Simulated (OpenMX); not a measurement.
OAlClH2, in a box:

```
CELL_PARAMETERS angstrom
13.00000 0.00000 0.00000
0.00000 13.00000 0.00000
0.00000 0.00000 11.00000
ATOMIC_POSITIONS crystal
O 0.43045 0.54093 0.45663
Al 0.54900 0.52662 0.51590
Cl 0.60161 0.37968 0.56365
H 0.38358 0.48555 0.44253
H 0.61842 0.62355 0.53450
```

| Item | Value |
| --- | --- |
| Program | OpenMX 3.8.5 |
| Task | single point |
| Functional | PBE |
| Potentials or basis | OpenMX 2013 PBE set, O6.0-s2p2d1, Al7.0-s2p2d1, Cl7.0-s2p2d1f1, H6.0-s2p1, grid cutoff 300 Ry |
| k mesh | 1 × 1 × 1 |
| Occupations | fermi-dirac, width 0.05 eV |
| Spin | no spin polarisation |

On this cell: largest force 0.649 eV/Å; gap between the frontier levels 6.29 eV.

The same run follows on a disturbed copy (atoms moved at random, drawn with an rms of 0.05 Å):

```
O Al Cl H
1.0
    13.00000    0.00000    0.00000
     0.00000   13.00000    0.00000
     0.00000    0.00000   11.00000
O Al Cl H
1 1 1 2
Direct
  0.43125 0.53880 0.45237
  0.55168 0.52697 0.51511
  0.60090 0.38119 0.56617
  0.37864 0.48275 0.44091
  0.61712 0.62478 0.53406
```

Q: What does the disturbed cell give?

A: The energy moves by +13.2 meV/atom; largest force 1.902 eV/Å; gap between the frontier levels 6.18 eV.

Forces in eV/Å, atoms in the order of the input:
```
O   -0.943 -0.936 -0.154
Al  -1.030 -0.179 -0.347
Cl   0.262 -0.439  0.170
H    1.453  1.186  0.318
H    0.255  0.375  0.023
```

Caveats: the real-space grid is coarse for these elements, which adds noise of up to some 20 meV/atom to energies and shifts forces, pressures and volumes; the basis of atomic orbitals isn't converged, which shifts pressures, moduli and gaps.

